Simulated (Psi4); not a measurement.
# TiF4 (SMILES [F][Ti]([F])([F])[F]) at BLYP/def2-SVP

Aim: the vertical ionisation energy of TiF4 at BLYP/def2-SVP, from 2 runs. 

The calculation is run with Psi4 1.11.

8 further runs of the same task are left out: 8 that didn't finish.

## (1) The molecule

TiF4: 5 atoms, total charge 0, spin state singlet. SMILES: `[F][Ti]([F])([F])[F]`. Geometry: relaxed at PBE0-D4/def2-TZVP.

Bond lengths: F1–Ti2 1.740 Å, Ti2–F3 1.740 Å, Ti2–F4 1.740 Å, Ti2–F5 1.740 Å. Angles: F1–Ti2–F3 109.5°, F1–Ti2–F4 109.5°, F1–Ti2–F5 109.5°, F3–Ti2–F4 109.5°, F3–Ti2–F5 109.5°, F4–Ti2–F5 109.5°.

## (2) The energy at BLYP/def2-SVP

job.in

```
memory 2.2 GB

molecule system {
  F
  Ti 1 R2
  F 2 R3 1 A3
  F 2 R4 1 A4 3 D4
  F 2 R5 4 A5 1 D5

  R2 = 1.739525
  R3 = 1.739531
  A3 = 109.46771
  R4 = 1.739519
  A4 = 109.47046
  D4 = -120.00217
  R5 = 1.739518
  A5 = 109.4615
  D5 = 119.9992
  symmetry c1
  no_reorient
  no_com
}

set globals {
  basis def2-SVP
  reference rks
  puream true
  e_convergence 1e-09
  d_convergence 1e-08
  scf_type pk
  dft_radial_points 99
  dft_spherical_points 590
}

e = energy('blyp')
```

Launch:

```
$ psi4 -i job.in -o job.out -n 1
```

job.out, shortened:

```text
[...]
  Running in c1 symmetry.
[...]
  Nuclear repulsion =  331.469194435593749
[...]
  Multiplicity = 1
[...]
  Nalpha       = 29
  Nbeta        = 29
[...]
    Number of basis functions: 87
[...]
   @RKS iter   1: -1248.35636981752577   -6.61285e-01   1.18820e-02 ADIIS/DIIS
[...]
   @RKS iter  14: -1248.73304833802513   -9.09495e-13   5.97084e-09 DIIS
[...]
    Orbital Energies [Eh]
    ---------------------
    Doubly Occupied:
       1A   -177.897083     2A    -24.310684     3A    -24.310643
       4A    -24.310642     5A    -24.310641     6A    -19.602714
       7A    -16.402440     8A    -16.402440     9A    -16.402439
      10A     -2.321879    11A     -1.488823    12A     -1.488821
      13A     -1.488820    14A     -1.045077    15A     -1.030662
      16A     -1.030659    17A     -1.030656    18A     -0.422670
      19A     -0.422668    20A     -0.422663    21A     -0.410540
      22A     -0.410533    23A     -0.399199    24A     -0.379034
      25A     -0.379034    26A     -0.379033    27A     -0.363663
      28A     -0.363661    29A     -0.363660
[...]
  @RKS Final Energy: -1248.73304833802513
   => Energetics <=
    Nuclear Repulsion Energy =            331.4691944355937494
    One-Electron Energy =               -2381.3367365707877070
    Two-Electron Energy =                 885.1076677886142079
    DFT Exchange-Correlation Energy =     -83.9731739914452930
    Empirical Dispersion Energy =           0.0000000000000000
    VV10 Nonlocal Energy =                  0.0000000000000000
    Total Energy =                      -1248.7330483380251280
[...]
 Multipole Moments:
 ------------------------------------------------------------------------------------
     Multipole            Electronic (a.u.)      Nuclear  (a.u.)        Total (a.u.)
 ------------------------------------------------------------------------------------
 L = 1.  Multiply by 2.5417464519 to convert [e a0] to [Debye]
 Dipole X            :          0.0000911           -0.0000253            0.0000658
 Dipole Y            :         -0.0001270            0.0000352           -0.0000918
 Dipole Z            :         -0.0000055            0.0000014           -0.0000041
 Magnitude           :                                                    0.0001130
[...]
```

Wall time 7.8 s (1 thread of Intel Xeon 6975P-C (Granite Rapids), shared host); peak memory 0.83 GiB.

## (3) The doublet cation, same level

job.json

```json
{
 "schema_name": "qcschema_input",
 "schema_version": 1,
 "molecule": {
  "schema_name": "qcschema_molecule",
  "schema_version": 2,
  "symbols": ["F", "Ti", "F", "F", "F"],
  "geometry": [0.33079656, -1.42993686, 2.94137761, -1.89e-05, 7.559e-05, 3.779e-05, -2.36240332, 2.28097502, 0.15027102, -0.80816027, -2.26908864, -2.23683102, 2.83976704, 1.41801269, -0.85485541],
  "molecular_charge": 1,
  "molecular_multiplicity": 2,
  "fix_symmetry": "c1"
 },
 "driver": "energy",
 "model": {
  "method": "blyp",
  "basis": "def2-SVP"
 },
 "keywords": {
  "reference": "uks",
  "puream": true,
  "e_convergence": 1e-09,
  "d_convergence": 1e-08,
  "scf_type": "pk",
  "dft_radial_points": 99,
  "dft_spherical_points": 590,
  "maxiter": 100,
  "scf_properties": ["QUADRUPOLE", "LOWDIN_CHARGES", "WIBERG_LOWDIN_INDICES"]
 }
}
```

Launch:

```
$ psi4 --qcschema job.json -n 1 --memory 2200MB
```

stdout, shortened:

```text
[...]
  Running in c1 symmetry.
[...]
  Nuclear repulsion =  331.469148622665500
[...]
  Multiplicity = 2
[...]
  Nalpha       = 29
  Nbeta        = 28
[...]
    Number of basis functions: 87
[...]
   @UKS iter   1: -1247.91241536567554   -2.17298e-01   9.81224e-03 ADIIS/DIIS
[...]
   @UKS iter  30: -1248.23137053267783   -2.27374e-13   5.82683e-09 DIIS
[...]
   @S^2 Observed:                7.559104828E-01
[...]
  @UKS Final Energy: -1248.23137053267783
   => Energetics <=
    Nuclear Repulsion Energy =            331.4691486226655002
    One-Electron Energy =               -2364.3947147167859839
    Two-Electron Energy =                 868.1917324928613198
    DFT Exchange-Correlation Energy =     -83.4975369314185940
    Empirical Dispersion Energy =           0.0000000000000000
    VV10 Nonlocal Energy =                  0.0000000000000000
    Total Energy =                      -1248.2313705326778290
[...]
 Multipole Moments:
 ------------------------------------------------------------------------------------
     Multipole            Electronic (a.u.)      Nuclear  (a.u.)        Total (a.u.)
 ------------------------------------------------------------------------------------
 L = 1.  Multiply by 2.5417464519 to convert [e a0] to [Debye]
 Dipole X            :         -0.0000251            0.0000083           -0.0000169
 Dipole Y            :          0.0001269           -0.0000372            0.0000896
 Dipole Z            :          0.0000762           -0.0000207            0.0000555
 Magnitude           :                                                    0.0001068
 L = 2.  Multiply by 1.3450342976 to convert [e a0^2] to [Debye ang]
 Quadrupole XX       :       -152.2386629          129.6699811          -22.5686818
 Quadrupole XY       :          0.0397574           -0.0088935            0.0308639
[...]
```

The result, in JSON:

```text
{
 "driver": "energy",
 "model": {
  "method": "blyp",
  "basis": "def2-SVP"
 },
 "success": true,
 "return_result": -1248.2313705326778,
 "properties": {
  "calcinfo_nbasis": 87,
  "calcinfo_nmo": 87,
  "calcinfo_nalpha": 29,
  "calcinfo_nbeta": 28,
  "calcinfo_natom": 5,
  "nuclear_repulsion_energy": 331.4691486226655,
  "return_energy": -1248.2313705326778,
  "scf_one_electron_energy": -2364.394714716786,
  "scf_two_electron_energy": 868.1917324928613,
  "scf_xc_energy": -83.4975369314186,
  "scf_dipole_moment": [-1.685706994822289e-05, 8.96353451664833e-05, 5.554889813902397e-05],
  "scf_total_energy": -1248.2313705326778,
  "scf_iterations": 30
 }
}
```

It took 19 s on 1 thread of Intel Xeon 6975P-C (Granite Rapids), shared host; peak memory 0.83 GiB.

## (4) Outcome

Level: BLYP/def2-SVP.

| quantity | value |
| --- | --- |
| singlet TiF4: total energy | -1248.73305 Eh |
| singlet TiF4: dipole moment | 0.00 D |
| singlet TiF4: HOMO energy | -9.90 eV |
| singlet TiF4: LUMO energy | -3.66 eV |
| singlet TiF4: HOMO–LUMO gap | 6.23 eV |
| doublet cation: total energy | -1248.23137 Eh |
| doublet cation: HOMO energy (highest over α and β) | -17.49 eV |
| doublet cation: LUMO energy (lowest over α and β) | -17.41 eV |
| doublet cation: ⟨S²⟩ | 0.756 |
| vertical ionisation energy (to the doublet cation) | 13.651 eV |

In words: Removing an electron at fixed nuclei costs 13.65 eV (315 kcal/mol). The negative HOMO energy of the first species, 9.90 eV, lies 3.76 eV below that difference.
